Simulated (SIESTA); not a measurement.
The system is V, a sheet with vacuum.

```xyz
1
Lattice="2.2955 0.0000 0.0000 0.0000 2.2955 0.0000 0.0000 0.0000 23.8000" Properties=species:S:1:pos:R:3 pbc="T T T"
V     1.1478    1.1478    7.0001
```

The cell was built by a generator and needn't be a form met in nature.

Base run:

- Program: SIESTA 5.4.2
- Functional: PBE
- Potentials or basis: PseudoDojo 0.4 standard (PBE files)
- Basis: DZP (energy shift 0.003 Ry; two zetas on semicore shells)
- Grid cutoff: 800 Ry
- Energy shift: 0.003 Ry
- k mesh: 11 × 11 × 1
- Occupations: fermi-dirac, width 0.05 eV
- Spin: collinear spin, ferromagnetic start
- Starting moments: [2.0] μB
- Hubbard terms: V d U = 4 eV

Its results: band gap on the k mesh none (metal or under the smearing width); net moment 3.23 μB per cell.

Task: The run is repeated on the same cell with these changes: hubbard terms from V d U = 4 eV to none. What comes out?

Result: Band gap on the k mesh none (metal or under the smearing width); net moment 0.00 μB per cell.

Caveats: the basis of atomic orbitals isn't converged, which shifts pressures, moduli and gaps; the U is typed as a test and isn't derived for this compound (some runs).
